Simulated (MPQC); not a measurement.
**MP2/pc-1 run of H2Se (SeH2)**

Aim: the energy difference between two shapes of H2Se (SeH2) at MP2/pc-1, from 2 runs. 

The calculation is run with MPQC 2.3.1.

3 further runs of the same task are left out: 3 set aside as unsound or not needed.

**1. The system as given**

The species is H2Se (3 atoms), meant as a singlet with charge 0. As SMILES, `[H][Se][H]`. Geometry: a GFN2-xTB relaxation, a rough one for these elements and not checked as a minimum.

Bond lengths: Se1–H2 1.436 Å, Se1–H3 1.439 Å. Angles: H2–Se1–H3 91.3°.

**2. A single-point energy at MP2/pc-1**

Input file job.in:

```
% emacs should use -*- KeyVal -*- mode
molecule<Molecule>: (
  symmetry = c1
  unit = angstrom
  { atoms geometry } = {
    Se [ 0.005610    -0.007800    -0.669670 ]
    H  [ 1.025160    -0.016960     0.342160 ]
    H  [ -1.030770     0.024760     0.327510 ]
  }
)
basis<GaussianBasisSet>: (
  name = "pc-1"
  molecule = $:molecule
  basisdir = "."
  puream = yes
)
mpqc: (
  checkpoint = no
  savestate = no
  restart = no
  do_energy = yes
  do_gradient = no
  optimize = no
  mole<MBPT2>: (
    molecule = $:molecule
    basis = $:basis
    memory = 1000000000
    method = mp
    nfzc = 9
    reference<CLHF>: (
      molecule = $:molecule
      basis = $:basis
      total_charge = 0
      memory = 1000000000
      print_evals = yes
      maxiter = 80
      guess_wavefunction<ExtendedHuckelWfn>: (
        molecule = $:molecule
        total_charge = 0
        multiplicity = 1
        basis<GaussianBasisSet>: (
          name = "STO-3G"
          molecule = $:molecule
        )
      )
    )
  )
)
```

The basis set pc-1 is read from a file made from the Basis Set Exchange's data (not shown).

The run is started by

```
mpqc job.in > job.out
```

What it wrote:

```text
MPQC: Massively Parallel Quantum Chemistry
[...]
  CLSCF::init: total charge = 0
[...]
  nbasis = 37
[...]
  iter     1 energy = -2396.5831596569 delta = 3.02851e-01
[...]
  LUMO is    19   A =   0.140156
  total scf energy = -2400.8840355833
[...]
  MP2 correlation energy [au]:         -0.134448787602
  MP2 energy [au]:                   -2401.018484370892
Value of the MolecularEnergy: -2401.0184843709
[...]
        symmetry = c1
[...]
```

Run time: 3.6 s. Hardware: 1 thread of Arm Neoverse V1, shared host.

**3. The distorted shape**

Input file mol.in:

```
% emacs should use -*- KeyVal -*- mode
molecule<Molecule>: (
   symmetry = c1
   unit = angstrom
   { atoms geometry } = {
      Se [ -0.100989 -0.002631 -0.675879 ]
      H  [ 1.037553 -0.044227 0.270495 ]
      H  [ -1.004451 0.013084 0.281705 ]
   }
)
basis<GaussianBasisSet>: (
   name = "pc-1"
   molecule = $:molecule
   basisdir = "."
   puream = yes
)
mpqc: (
   checkpoint = no
   savestate = no
   restart = no
   do_energy = yes
   do_gradient = no
   optimize = no
   mole<MBPT2>: (
      molecule = $:molecule
      basis = $:basis
      memory = 1000000000
      method = mp
      nfzc = 9
      reference<CLHF>: (
         molecule = $:molecule
         basis = $:basis
         total_charge = 0
         memory = 1000000000
         print_evals = yes
         maxiter = 80
         guess_wavefunction<ExtendedHuckelWfn>: (
            molecule = $:molecule
            total_charge = 0
            multiplicity = 1
            basis<GaussianBasisSet>: (
               name = "STO-3G"
               molecule = $:molecule
            )
         )
      )
   )
)
```

The basis set pc-1 is read from a file made from the Basis Set Exchange's data (not shown).

The run is started by

```
mpqc mol.in > mol.out
```

What it wrote:

```text
MPQC: Massively Parallel Quantum Chemistry
[...]
  CLSCF::init: total charge = 0
[...]
  nbasis = 37
[...]
  iter     1 energy = -2394.5594826043 delta = 3.02746e-01
[...]
  LUMO is    19   A =   0.132898
  total scf energy = -2400.8732581923
[...]
  MP2 correlation energy [au]:         -0.134207132841
  MP2 energy [au]:                   -2401.007465325190
Value of the MolecularEnergy: -2401.0074653252
[...]
        symmetry = c1
[...]
```

Run time: 3.6 s. Hardware: 1 thread of Arm Neoverse V1, shared host.

**4. Results**

Level: MP2/pc-1, 9 core orbitals frozen.

| quantity | value |
| --- | --- |
| first shape: total energy | -2401.01848 Eh |
| first shape: HOMO energy (Hartree–Fock orbitals) | -9.72 eV |
| first shape: LUMO energy (Hartree–Fock orbitals) | 3.81 eV |
| first shape: HOMO–LUMO gap (Hartree–Fock orbitals) | 13.54 eV |
| first shape: correlation energy (9 core orbitals frozen) | -134.4 mEh |
| distorted shape: total energy | -2401.00747 Eh |
| distorted shape: HOMO energy (Hartree–Fock orbitals) | -9.73 eV |
| distorted shape: LUMO energy (Hartree–Fock orbitals) | 3.62 eV |
| distorted shape: HOMO–LUMO gap (Hartree–Fock orbitals) | 13.35 eV |
| distorted shape: correlation energy (9 core orbitals frozen) | -134.2 mEh |
| energy change with the atoms displaced | 0.300 eV |

What this shows: With the atoms displaced the energy rises by 0.30 eV (6.9 kcal/mol). The first shape isn't relaxed at this level, so the change isn't measured from a minimum.
